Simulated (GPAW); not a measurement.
# GeHICl (SMILES [Cl][GeH][I]), run twice

Aim: energy and one-electron properties of GeHICl at ULDA (PW92)/dzp (scalar-relativistic datasets).

Program for the calculation: GPAW 26.7.0.

3 further runs of the same task are left out: 2 for a known fault of the program, 1 set aside as unsound or not needed. Runs told in other sessions of the task aren't counted.

### Step 1. The structure to begin with

The species is GeHICl (4 atoms), meant as a doublet with charge 0. SMILES: `[Cl][GeH][I]`. Geometry: a GFN2-xTB relaxation, a rough one for these elements and not checked as a minimum.

Bond lengths: Cl1–Ge2 2.149 Å, Ge2–I3 2.563 Å, Ge2–H4 1.638 Å. Angles: Cl1–Ge2–I3 107.1°, Cl1–Ge2–H4 102.7°, I3–Ge2–H4 100.8°.

### Step 2. First attempt

Contents of calc.py:

```python
from ase.io.zmatrix import parse_zmatrix
from gpaw import GPAW

# Structure
atoms = parse_zmatrix("""
Cl
Ge 1 2.149299
I 2 2.563383 1 107.11302
H 2 1.638225 1 102.71278 3 -105.70075
""")
atoms.center(vacuum=4.5)
atoms.set_initial_magnetic_moments([0.333333, 0.333333, 0.333333, 0.0])

# DFT calculator
calculator = GPAW(mode='lcao',
                  basis='dzp',
                  h=0.2,
                  xc='LDA',
                  charge=4,
                  occupations={'name': 'fermi-dirac', 'width': 0.02, 'fixmagmom': True},
                  maxiter=69,
                  symmetry='off',
                  txt='-')
atoms.calc = calculator

energy = atoms.get_potential_energy()
print(f'Energy = {energy:.5f} eV')
forces = atoms.get_forces()
print('Forces (eV/Ang)')
for symbol, f in zip(atoms.symbols, forces):
    print(f'{symbol:2} {f[0]:9.4f} {f[1]:9.4f} {f[2]:9.4f}')
```

Launch:

```console
$ python3 -u calc.py | tee calc.out
```

Standard output:

```text
[...]
Number of symmetries: 1
[...]
  Number of IBZ points: 1
[...]
basis functions: 44
Spin-components: 2 (collinear spins)
Bands:           13
[...]
  Valence electrons: 19.0
[...]
  Grid points: [60 60 52]
  Charge: 4.0  # |e|
[...]
    cutoffs:
[...]
occupation numbers:
  Fixed magnetic moment: 1.000
[...]
xc functional:
  name: None
[...]
|iter     |     time |      energy | eigst |  dens |  magmom |
[...]
|iter:   1| 00:00:10 |   46.177255 |      c|       |  +1.0007|
[...]
|iter:  23| 00:00:32 |   63.160507c|      c| -4.17c|  +1.0000|
Converged in 23 steps
[...]
Energy contributions relative to reference atoms: (reference = -262932.561535)
Energy contributions:
  Kinetic:         -87.910704
  Coulomb:         124.377084
  Zero:             -0.014095
  External:          0.000000
  Xc:               26.708233
  Entropy:          -0.000020
  Spinorbit:         0.000000
  ----------------------------
  Free energy:      63.160497
  Extrapolated:     63.160507
dipole moment: (26.219614, 23.821532, 23.841068)  # |e|*Ang
Total magnetic moment: (0.000000, 0.000000, 1.000001)
Local magnetic moments
|        x |        y |         z |
|----------|----------|-----------|
| 0.000000 | 0.000000 | -0.320577 |  # Cl   0
| 0.000000 | 0.000000 | -0.007411 |  # Ge   1
| 0.000000 | 0.000000 |  0.951030 |  # I    2
| 0.000000 | 0.000000 | -0.023537 |  # H    3
Fermi levels: -31.637, -31.417
Eigenvalues  # (at kpt = [0.000, 0.000, 0.000])
| band index |      eig [eV] | occ [0-1] |      eig [eV] | occ [0-1] |
|------------|---------------|-----------|---------------|-----------|
|          0 |       -45.175 |     1.000 |       -45.784 |     1.000 |
|          1 |       -44.296 |     1.000 |       -43.261 |     1.000 |
|          2 |       -38.038 |     1.000 |       -38.058 |     1.000 |
|          3 |       -33.827 |     1.000 |       -33.859 |     1.000 |
|          4 |       -33.164 |     1.000 |       -33.448 |     1.000 |
|          5 |       -32.717 |     1.000 |       -32.321 |     1.000 |
|          6 |       -32.261 |     1.000 |       -32.197 |     1.000 |
|          7 |       -31.837 |     1.000 |       -31.127 |     0.000 |
|          8 |       -31.437 |     0.000 |       -30.937 |     0.000 |
|          9 |       -29.393 |     0.000 |       -29.356 |     0.000 |
|         10 |       -25.696 |     0.000 |       -25.516 |     0.000 |
|         11 |       -24.256 |     0.000 |       -24.318 |     0.000 |
[...]
Gap: 0.400 eV
Transition (v -> c):
[...]
Force computation time: 0.368  # s
Forces (eV/Ang)
Cl   -1.4217   -0.5320    0.5815
Ge   -0.3802   -1.8570   -0.1159
I     1.6825    3.4467    0.7838
H     0.6021   -1.0309   -0.6606
```

It took 33 s on 1 thread of AMD EPYC 7R43 (Zen 3), shared host; peak memory 0.71 GiB.

### Step 3. What went wrong

The run finished; that doesn't make the result usable.

What is wrong: the charge typed isn't that of the species meant. Among its listed settings the sound run differs in this, and the input shows the rest: charge 0 in place of 4.

### Step 4. Try two

Contents of sp.py:

```python
import numpy as np
from ase.io.zmatrix import parse_zmatrix
from ase.units import Debye
from gpaw import GPAW

system = parse_zmatrix("""
Cl
Ge 1 2.149299
I 2 2.563383 1 107.11302
H 2 1.638225 1 102.71278 3 -105.70075
""")
system.center(vacuum=4.5)
system.set_initial_magnetic_moments([0.333333, 0.333333, 0.333333, 0.0])

calc = GPAW(mode="lcao",
            basis="dzp",
            h=0.2,
            xc="LDA",
            occupations={"name": "fermi-dirac", "width": 0.02, "fixmagmom": True},
            maxiter=100,
            symmetry="off",
            txt="-")
system.calc = calc

energy = system.get_potential_energy()
print(f"Energy                  {energy:.5f} eV")
forces = system.get_forces()
print("Forces (eV/Ang)")
for symbol, f in zip(system.symbols, forces):
    print(f'{symbol:2} {f[0]:9.4f} {f[1]:9.4f} {f[2]:9.4f}')
dipole = system.get_dipole_moment() / Debye
print(f"Dipole: {np.linalg.norm(dipole):.3f} D")
```

Launch:

```console
$ python sp.py
```

Standard output:

```text
[...]
Number of symmetries: 1
[...]
  Number of IBZ points: 1
[...]
basis functions: 44
Spin-components: 2 (collinear spins)
Bands:           13
[...]
  Valence electrons: 19.0
[...]
  Grid points: [60 60 52]
  Charge: 0.0  # |e|
[...]
    cutoffs:
[...]
occupation numbers:
  Fixed magnetic moment: 1.000
[...]
xc functional:
  name: None
[...]
|iter     |     time |      energy | eigst |  dens |  magmom |
[...]
|iter:   1| 00:00:06 |  -11.130728 |      c|       |  +1.0007|
[...]
|iter:  10| 00:00:14 |  -10.933867c|      c| -4.12c|  +1.0000|
Converged in 10 steps
[...]
Energy contributions relative to reference atoms: (reference = -262932.561535)
Energy contributions:
  Kinetic:          23.444540
  Coulomb:         -21.521951
  Zero:              0.044015
  External:          0.000000
  Xc:              -12.900471
  Entropy:          -0.000000
  Spinorbit:         0.000000
  ----------------------------
  Free energy:     -10.933867
  Extrapolated:    -10.933867
dipole moment: (0.200210, -0.157448, -0.035632)  # |e|*Ang
Total magnetic moment: (0.000000, 0.000000, 1.000000)
Local magnetic moments
|        x |        y |        z |
|----------|----------|----------|
| 0.000000 | 0.000000 | 0.064012 |  # Cl   0
| 0.000000 | 0.000000 | 0.163522 |  # Ge   1
| 0.000000 | 0.000000 | 0.117574 |  # I    2
| 0.000000 | 0.000000 | 0.052623 |  # H    3
Fermi levels: -5.487, -5.464
Eigenvalues  # (at kpt = [0.000, 0.000, 0.000])
| band index |      eig [eV] | occ [0-1] |      eig [eV] | occ [0-1] |
|------------|---------------|-----------|---------------|-----------|
|          0 |       -20.530 |     1.000 |       -20.402 |     1.000 |
|        ... |               |           |               |           |
|          2 |       -13.622 |     1.000 |       -13.336 |     1.000 |
|          3 |        -9.551 |     1.000 |        -9.314 |     1.000 |
|          4 |        -8.982 |     1.000 |        -8.792 |     1.000 |
|          5 |        -8.328 |     1.000 |        -8.133 |     1.000 |
|          6 |        -7.505 |     1.000 |        -7.343 |     1.000 |
|          7 |        -6.879 |     1.000 |        -6.711 |     1.000 |
|          8 |        -6.591 |     1.000 |        -6.508 |     1.000 |
|          9 |        -5.777 |     1.000 |        -5.174 |     0.000 |
|         10 |        -1.887 |     0.000 |        -1.673 |     0.000 |
|         11 |        -0.930 |     0.000 |        -0.686 |     0.000 |
[...]
Gap: 0.603 eV
Transition (v -> c):
[...]
Forces (eV/Ang)
Cl   -0.4421   -0.0769    0.0846
Ge    0.5200    0.2582   -0.7483
I    -0.0036   -0.1775    0.1051
H    -0.0576   -0.0064    0.5511
Dipole: 1.235 D
```

Wall time 15 s (1 thread of AMD EPYC 7R43 (Zen 3), shared host); peak memory 0.64 GiB.

### Step 5. What came out

At ULDA (PW92)/dzp (scalar-relativistic datasets):

```
                                              quantity        value
energy as printed (from the program's reference atoms)  -10.9339 eV
                                         dipole moment       1.24 D
                    HOMO energy (highest over α and β)     -5.78 eV
                     LUMO energy (lowest over α and β)     -5.17 eV
```
